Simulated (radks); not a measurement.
# Valence configurations of Ge²⁺

Aim: which of several valence configurations of Ge²⁺ lies lowest at this level, and whether it is the one NIST lists ([Ar] 3d10 4s2).

The numbers are computed with radks (a radial shooting solver on a logarithmic mesh, Libxc functionals) version 1 (Dirac Kohn-Sham, LDA (Slater exchange, Perdew-Wang correlation), spin-unpolarised, spherical densities, point nucleus; open shells are shared between the two j in proportion to 2j + 1), except any that are marked as measured or tabulated.

### Step 1. What is computed

| Item | Value |
| --- | --- |
| element | germanium (Z = 32) |
| charge | +2 |
| electrons | 30 |
| configuration | [Ar] 3d10 4s2 |
| others tried | 3d9 4s2 4p1; 3d9.5 4s2 4p0.5; 3d10 4s1 4p1; 3d8.5 4s2 4p1.5; 3d9 4s1.5 4p1.5; 3d9 4s0.5 4p2.5; 3d10 4s0.5 4p1.5; 3d10 4p2; 3d10 4s1.5 4p0.5 |

Outer shells as boxes (Hund's rule):

Ge²⁺
```
[Ar] core
3d [↑↓][↑↓][↑↓][↑↓][↑↓]
4s [↑↓]
```

In the logs a row gives level, spin channel, occupation and eigenvalue; Etot, Ekin, Encl (electron-nucleus), Eh (Hartree) and Exc are energies, all in hartree; err is the last residual, it the number of iterations.

### Step 2. [Ar] 3d10 4s2

Input:

```text
Z 32
configuration [Ar] 3d10 4s2
relativity Dirac
functional lda,pw
spin unpolarised
j_filling average
nucleus point
c 137.035999084
```

Launch:

```console
$ python run_ks.py task.json out
```

All runs below come from this command, one after another.

Log:

```text
1s1/2   1   2.0000        -402.70794944
2s1/2   1   2.0000         -51.04474867
2p1/2   1   2.0000         -45.53589938
2p3/2   1   4.0000         -44.36690012
3s1/2   1   2.0000          -6.89988791
3p1/2   1   2.0000          -5.08287855
3p3/2   1   4.0000          -4.92518883
3d3/2   1   4.0000          -1.83356068
3d5/2   1   6.0000          -1.81189184
4s1/2   1   2.0000          -1.08881568
Etot -2095.140707924228
Ekin 2138.7913639164067
Encl -5037.592910520905
Eh 879.75143840693
Exc -76.09059972665938
err 1.17670130943476e-09
it 15
```

The top filled level is 4s1/2, -29.628 eV.

From the orbitals of this run (lengths in bohr):

```tsv
level	occupation	energy (eV)	<r>	outermost maximum (interpolated)	90 % within	nodes
2p1/2	2	-1239.1	0.1814	0.139	0.297	0
2p3/2	4	-1207.3	0.1850	0.142	0.302	0
3s1/2	2	-187.76	0.6253	0.543	0.936	2
3p1/2	2	-138.31	0.6403	0.537	0.986	1
3p3/2	4	-134.02	0.6512	0.546	1.00	1
3d3/2	4	-49.894	0.7290	0.500	1.24	0
3d5/2	6	-49.304	0.7342	0.503	1.25	0
4s1/2	2	-29.628	1.933	1.67	2.86	3
```

The radial density on a logarithmic grid:

```tsv
r (bohr)	4πr²ρ (e/bohr)
0.00204	1.212
0.00301	2.440
0.00449	4.831
0.00665	9.021
0.00992	15.94
0.0147	25.25
0.0219	34.92
0.0324	39.44
0.0480	35.90
0.0716	31.85
0.106	39.15
0.158	45.39
0.234	31.49
0.349	23.17
0.516	28.67
0.764	19.16
1.14	6.384
1.69	2.220
2.52	0.7004
3.72	0.07446
```

### Step 3. [Ar] 3d9 4s2 4p1

Changes since step 2:

```diff
@@ -1,3 +1,3 @@
 Z 32
-configuration [Ar] 3d10 4s2
+configuration [Ar] 3d9 4s2 4p1
 relativity Dirac
```

Log:

```text
1s1/2   1   2.0000        -403.17433598
2s1/2   1   2.0000         -51.55490735
2p1/2   1   2.0000         -46.04161925
2p3/2   1   4.0000         -44.87314411
3s1/2   1   2.0000          -7.32618670
3p1/2   1   2.0000          -5.50315037
3p3/2   1   4.0000          -5.34195269
3d3/2   1   3.6000          -2.23095993
3d5/2   1   5.4000          -2.20784755
4s1/2   1   2.0000          -1.20990872
4p1/2   1   0.3333          -0.83996087
4p3/2   1   0.6667          -0.82608214
Etot -2093.9094024400233
Ekin 2137.6446413536287
Encl -5023.211305157484
Eh 867.1594060247794
Exc -75.5021446609473
err 4.568854794899203e-09
it 14
```

Energy against step 2 ([Ar] 3d10 4s2): +33.506 eV. The top filled level is 4p3/2, -22.479 eV.

### Step 4. [Ar] 3d9.5 4s2 4p0.5

Changes since step 3:

```diff
@@ -1,3 +1,3 @@
 Z 32
-configuration [Ar] 3d9 4s2 4p1
+configuration [Ar] 3d9.5 4s2 4p0.5
 relativity Dirac
```

Log:

```text
1s1/2   1   2.0000        -402.93684941
2s1/2   1   2.0000         -51.29457126
2p1/2   1   2.0000         -45.78356127
2p3/2   1   4.0000         -44.61481763
3s1/2   1   2.0000          -7.11092591
3p1/2   1   2.0000          -5.29090633
3p3/2   1   4.0000          -5.13153562
3d3/2   1   3.8000          -2.02954901
3d5/2   1   5.7000          -2.00716427
4s1/2   1   2.0000          -1.15033238
4p1/2   1   0.1667          -0.79456403
4p3/2   1   0.3333          -0.78179916
Etot -2094.5632273612027
Ekin 2138.254840709294
Encl -5030.5271645595085
Eh 873.5085540110417
Exc -75.79945752203011
err 4.350430835212024e-09
it 15
```

E − E(step 2, [Ar] 3d10 4s2) = +15.714 eV. The top filled level is 4p3/2, -21.274 eV.

### Step 5. [Ar] 3d10 4s1 4p1

Changes since step 4:

```diff
@@ -1,3 +1,3 @@
 Z 32
-configuration [Ar] 3d9.5 4s2 4p0.5
+configuration [Ar] 3d10 4s1 4p1
 relativity Dirac
```

Log:

```text
1s1/2   1   2.0000        -402.77070839
2s1/2   1   2.0000         -51.10516572
2p1/2   1   2.0000         -45.59616140
2p3/2   1   4.0000         -44.42715567
3s1/2   1   2.0000          -6.96215457
3p1/2   1   2.0000          -5.14487557
3p3/2   1   4.0000          -4.98716447
3d3/2   1   4.0000          -1.89375971
3d5/2   1   6.0000          -1.87203692
4s1/2   1   1.0000          -1.12414990
4p1/2   1   0.3333          -0.77782981
4p3/2   1   0.6667          -0.76574671
Etot -2094.78884466541
Ekin 2138.4077535005213
Encl -5035.129394326447
Eh 877.9561455803268
Exc -76.02334941981084
err 1.845671597996809e-09
it 15
```

E − E(step 2, [Ar] 3d10 4s2) = +9.575 eV. 4p3/2 is the highest filled level (-20.837 eV).

### Step 6. [Ar] 3d8.5 4s2 4p1.5

Changes since step 5:

```diff
@@ -1,3 +1,3 @@
 Z 32
-configuration [Ar] 3d10 4s1 4p1
+configuration [Ar] 3d8.5 4s2 4p1.5
 relativity Dirac
```

Log:

```text
1s1/2   1   2.0000        -403.42010805
2s1/2   1   2.0000         -51.82536448
2p1/2   1   2.0000         -46.30970194
2p3/2   1   4.0000         -45.14150554
3s1/2   1   2.0000          -7.54516975
3p1/2   1   2.0000          -5.71916319
3p3/2   1   4.0000          -5.55600119
3d3/2   1   3.4000          -2.43749054
3d5/2   1   5.1000          -2.41363879
4s1/2   1   2.0000          -1.26788495
4p1/2   1   0.5000          -0.88397932
4p3/2   1   1.0000          -0.86894992
Etot -2093.1757591583523
Ekin 2136.9572186947053
Encl -5015.653797726214
Eh 860.7201648124778
Exc -75.19934493932104
err 1.5165137819468544e-09
it 15
```

Energy against step 2 ([Ar] 3d10 4s2): +53.469 eV. The top filled level is 4p3/2, -23.645 eV.

### Step 7. [Ar] 3d9 4s1.5 4p1.5

Changes since step 6:

```diff
@@ -1,3 +1,3 @@
 Z 32
-configuration [Ar] 3d8.5 4s2 4p1.5
+configuration [Ar] 3d9 4s1.5 4p1.5
 relativity Dirac
```

Log:

```text
1s1/2   1   2.0000        -403.20367487
2s1/2   1   2.0000         -51.58345251
2p1/2   1   2.0000         -46.07001805
2p3/2   1   4.0000         -44.90154621
3s1/2   1   2.0000          -7.35523544
3p1/2   1   2.0000          -5.53204657
3p3/2   1   4.0000          -5.37082427
3d3/2   1   3.6000          -2.25911548
3d5/2   1   5.4000          -2.23597925
4s1/2   1   1.5000          -1.22574309
4p1/2   1   0.5000          -0.85341713
4p3/2   1   1.0000          -0.83932803
Etot -2093.7191728908138
Ekin 2137.436532614765
Encl -5022.019265629844
Eh 866.3342943627526
Exc -75.47073423848718
err 2.9431352507756493e-09
it 15
```

Energy against step 2 ([Ar] 3d10 4s2): +38.682 eV. The top filled level is 4p3/2, -22.839 eV.

### Step 8. [Ar] 3d9 4s0.5 4p2.5

Changes since step 7:

```diff
@@ -1,3 +1,3 @@
 Z 32
-configuration [Ar] 3d9 4s1.5 4p1.5
+configuration [Ar] 3d9 4s0.5 4p2.5
 relativity Dirac
```

Log:

```text
1s1/2   1   2.0000        -403.26073285
2s1/2   1   2.0000         -51.63903906
2p1/2   1   2.0000         -46.12528046
2p3/2   1   4.0000         -44.95681809
3s1/2   1   2.0000          -7.41189219
3p1/2   1   2.0000          -5.58839114
3p3/2   1   4.0000          -5.42711890
3d3/2   1   3.6000          -2.31398688
3d5/2   1   5.4000          -2.29080349
4s1/2   1   0.5000          -1.25620136
4p1/2   1   0.8333          -0.87915338
4p3/2   1   1.6667          -0.86464041
Etot -2093.334944926652
Ekin 2137.015194723519
Encl -5019.671210457448
Eh 864.732462641583
Exc -75.41139183430579
err 4.208297618239478e-09
it 15
```

E − E(step 2, [Ar] 3d10 4s2) = +49.137 eV. 4p3/2 is the highest filled level (-23.528 eV).

### Step 9. [Ar] 3d10 4s0.5 4p1.5

Input:

```text
Z 32
configuration [Ar] 3d10 4s0.5 4p1.5
relativity Dirac
functional lda,pw
spin unpolarised
j_filling average
nucleus point
c 137.035999084
```

Log:

```text
1s1/2   1   2.0000        -402.80119380
2s1/2   1   2.0000         -51.13453455
2p1/2   1   2.0000         -45.62543786
2p3/2   1   4.0000         -44.45643023
3s1/2   1   2.0000          -6.99247058
3p1/2   1   2.0000          -5.17505191
3p3/2   1   4.0000          -5.01732928
3d3/2   1   4.0000          -1.92303833
3d5/2   1   6.0000          -1.90128882
4s1/2   1   0.5000          -1.14097731
4p1/2   1   0.5000          -0.79217149
4p3/2   1   1.0000          -0.77988505
Etot -2094.6110034150324
Ekin 2138.2133242062405
Encl -5033.918593827621
Eh 877.0862717770285
Exc -75.99200557068025
err 2.404869366231452e-09
it 15
```

E − E(step 2, [Ar] 3d10 4s2) = +14.414 eV. The top filled level is 4p3/2, -21.222 eV.

### Step 10. [Ar] 3d10 4p2

Changes since step 9:

```diff
@@ -1,3 +1,3 @@
 Z 32
-configuration [Ar] 3d10 4s0.5 4p1.5
+configuration [Ar] 3d10 4p2
 relativity Dirac
```

Log:

```text
1s1/2   1   2.0000        -402.83108083
2s1/2   1   2.0000         -51.16334335
2p1/2   1   2.0000         -45.65414390
2p3/2   1   4.0000         -44.48513532
3s1/2   1   2.0000          -7.02224343
3p1/2   1   2.0000          -5.20468177
3p3/2   1   4.0000          -5.04694708
3d3/2   1   4.0000          -1.95177135
3d5/2   1   6.0000          -1.92999530
4p1/2   1   0.6667          -0.80598681
4p3/2   1   1.3333          -0.79349292
Etot -2094.431844217375
Ekin 2138.0171033142888
Encl -5032.721653569848
Eh 876.2347427078998
Exc -75.96203666971523
err 2.662154378162181e-09
it 15
```

Energy against step 2 ([Ar] 3d10 4s2): +19.289 eV. Highest occupied level: 4p3/2 at -21.592 eV.

### Step 11. [Ar] 3d10 4s1.5 4p0.5

Changes since step 10:

```diff
@@ -1,3 +1,3 @@
 Z 32
-configuration [Ar] 3d10 4p2
+configuration [Ar] 3d10 4s1.5 4p0.5
 relativity Dirac
```

Log:

```text
1s1/2   1   2.0000        -402.73961843
2s1/2   1   2.0000         -51.07522964
2p1/2   1   2.0000         -45.56630754
2p3/2   1   4.0000         -44.39730463
3s1/2   1   2.0000          -6.93128696
3p1/2   1   2.0000          -5.11414436
3p3/2   1   4.0000          -4.95644423
3d3/2   1   4.0000          -1.86392713
3d5/2   1   6.0000          -1.84223123
4s1/2   1   1.5000          -1.10677753
4p1/2   1   0.1667          -0.76287175
4p3/2   1   0.3333          -0.75098313
Etot -2094.9653914976225
Ekin 2138.6004094254904
Encl -5036.354336399476
Eh 878.8447090049268
Exc -76.05617352856373
err 1.2729838351541634e-09
it 15
```

Energy against step 2 ([Ar] 3d10 4s2): +4.771 eV. The top filled level is 4p3/2, -20.435 eV.

### Step 12. Summary of results

```tsv
valence	E − E(NIST configuration) (eV)	highest level	its energy (eV)	1s shift (eV)
3d10 4s2	0.000	4s1/2	-29.628	+0.00
3d10 4s1.5 4p0.5	4.771	4p3/2	-20.435	-0.86
3d10 4s1 4p1	9.575	4p3/2	-20.837	-1.71
3d10 4s0.5 4p1.5	14.414	4p3/2	-21.222	-2.54
3d9.5 4s2 4p0.5	15.714	4p3/2	-21.274	-6.23
3d10 4p2	19.289	4p3/2	-21.592	-3.35
3d9 4s2 4p1	33.506	4p3/2	-22.479	-12.69
3d9 4s1.5 4p1.5	38.682	4p3/2	-22.839	-13.49
3d9 4s0.5 4p2.5	49.137	4p3/2	-23.528	-15.04
3d8.5 4s2 4p1.5	53.469	4p3/2	-23.645	-19.38
```

The NIST configuration is the lowest of those tried, 4.771 eV under 3d10 4s1.5 4p0.5. The energies are those of spherical spin-averaged densities, not of single terms. The 1s eigenvalue shifts by up to 19.38 eV as the valence charge is rearranged.
